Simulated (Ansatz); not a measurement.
Write a Python script for Ansatz 0.2.0, Python API that makes a band structure of NaAlO3, space group Pm-3m. Settings: PBEsol, PAW, the default cutoff (420 eV here), 7×7×7 k-points, Fermi-Dirac smearing of 0.15 eV.

```
CELL_PARAMETERS angstrom
3.75438 0.00000 0.00000
0.00000 3.75438 0.00000
0.00000 0.00000 3.75438
ATOMIC_POSITIONS crystal
Na 0.00000 0.00000 0.00000
Al 0.50000 0.50000 0.50000
O 0.50000 0.50000 0.00000
O 0.50000 0.00000 0.50000
O 0.00000 0.50000 0.50000
```

The script, `run_bands.py`:
```python
from collections import Counter
import json

import ansatz as az
import numpy as np

lattice = az.Lattice.of(
    [3.75438, 0.0, 0.0],
    [0.0, 3.75438, 0.0],
    [0.0, 0.0, 3.75438],
)
sites = [
    ("Na", [0.0, 0.0, 0.0]),
    ("Al", [0.5, 0.5, 0.5]),
    ("O", [0.5, 0.5, 0.0]),
    ("O", [0.5, 0.0, 0.5]),
    ("O", [0.0, 0.5, 0.5]),
]
xtal = az.Crystal(lattice=lattice)
for symbol, position in sites:
    xtal = xtal.atom(symbol, position)

path = [
    ("G", (0.0, 0.0, 0.0)),
    ("X", (0.0, 0.5, 0.0)),
    ("M", (0.5, 0.5, 0.0)),
    ("G", (0.0, 0.0, 0.0)),
    ("R", (0.5, 0.5, 0.5)),
    ("X", (0.0, 0.5, 0.0)),
]
setup = xtal.calculation()
setup = setup.functional("pbesol")
setup = setup.kpoints(spacing=0.26)
setup = setup.occupations(az.OccupationsMethod.FERMI_DIRAC, width=0.15).band_structure([point for _, point in path], intervals=6)
setup = setup.scf(extra_bands=6)
outcome = setup.run(events_out="events.ndjson")
r = outcome.report
with open("events.ndjson") as stream:
    kinds = Counter(json.loads(line)["event"] for line in stream)
print("events:", {kind: kinds[kind] for kind in ("scf_iter", "scf_done", "notice", "finished")})

print(f"free energy      {r['free_energy_ev']:.5f} eV")
print(f"per atom         {r['free_energy_ev'] / len(outcome.lattice.sites):.5f} eV")
print(f"SCF iterations   {r['n_iterations']}  (converged: {r['converged']})")

bands = outcome.band_structure()
fermi = bands.fermi_energy_ev
for spin, channel in enumerate(bands.channels):
    levels = channel.eigenvalues_ev - fermi
    crossing = [b for b in range(levels.shape[1]) if levels[:, b].min() < 0 < levels[:, b].max()]
    print(f"channel {spin}: bands that cross the Fermi level on this path:", [b + 1 for b in crossing] or "none")
    shown = crossing or sorted(np.argsort(np.abs(levels).min(axis=0))[:2])
    for k, row in zip(bands.kpoints_frac, levels[:, shown]):
        print(f"{k[0]:7.3f} {k[1]:7.3f} {k[2]:7.3f}  ", " ".join(f"{e:8.3f}" for e in row))
```

`python run_bands.py` gives:
```text
DeckWarning: basis.ecutwfc = 420 eV, auto-derived from the records' recommended cutoffs: set by Na (normal level)
events: {'scf_iter': 7, 'scf_done': 1, 'notice': 2, 'finished': 1}
free energy      -3683.92803 eV
per atom         -736.78561 eV
SCF iterations   7  (converged: True)
channel 0: bands that cross the Fermi level on this path: [14, 15, 16]
  0.000   0.000   0.000     -0.140   -0.140   -0.140
  0.000   0.083   0.000     -0.271   -0.167   -0.167
  0.000   0.167   0.000     -0.618   -0.218   -0.218
  0.000   0.250   0.000     -0.730   -0.253   -0.253
  0.000   0.333   0.000     -0.839   -0.270   -0.270
  0.000   0.417   0.000     -0.917   -0.277   -0.277
  0.000   0.500   0.000     -0.945   -0.279   -0.279
  0.083   0.500   0.000     -0.683   -0.339   -0.331
  0.167   0.500   0.000     -0.507   -0.473   -0.276
  0.250   0.500   0.000     -0.748   -0.676    0.098
  0.333   0.500   0.000     -1.008   -0.907    0.390
  0.417   0.500   0.000     -1.221   -1.144    0.573
  0.500   0.500   0.000     -1.305   -1.305    0.635
  0.417   0.417   0.000     -1.189   -1.072    0.519
  0.333   0.333   0.000     -0.922   -0.820    0.258
  0.250   0.250   0.000     -0.624   -0.617    0.002
  0.167   0.167   0.000     -0.494   -0.368   -0.148
  0.083   0.083   0.000     -0.391   -0.199   -0.159
  0.000   0.000   0.000     -0.140   -0.140   -0.140
  0.083   0.083   0.083     -0.431   -0.164   -0.164
  0.167   0.167   0.167     -0.233   -0.129   -0.129
  0.250   0.250   0.250     -0.011   -0.011    0.048
  0.333   0.333   0.333      0.207    0.207    0.343
  0.417   0.417   0.417      0.501    0.501    0.571
  0.500   0.500   0.500      0.657    0.657    0.657
  0.417   0.500   0.417      0.525    0.555    0.612
  0.333   0.500   0.333      0.253    0.272    0.472
  0.250   0.500   0.250     -0.138    0.013    0.227
  0.167   0.500   0.167     -0.612   -0.152   -0.125
  0.083   0.500   0.083     -0.570   -0.523   -0.248
  0.000   0.500   0.000     -0.945   -0.279   -0.279
```
(Warnings from the package without file and line.)

Reading the output:
- Absolute energies stand on the zero of these potentials, so only differences at equal settings mean something.
- For a metal this k-point mesh is coarse: on a finer one energies can move by several to tens of meV an atom and pressures by half a GPa or more, differences at one mesh by less.
- The smearing is wide enough that free energy and stress hold a thermal part of the electrons.
- The structure comes from a database of computed cells and needn't be a stable or known phase.
- Levels are Kohn-Sham eigenvalues on this mesh.
- It ran for 3.1 s on 1 thread of AMD EPYC 7R43 64-Core Processor (Zen 3), on a shared host, peak memory 0.37 GiB.

(Lines on the test bed's own set-up are left out of the output.)
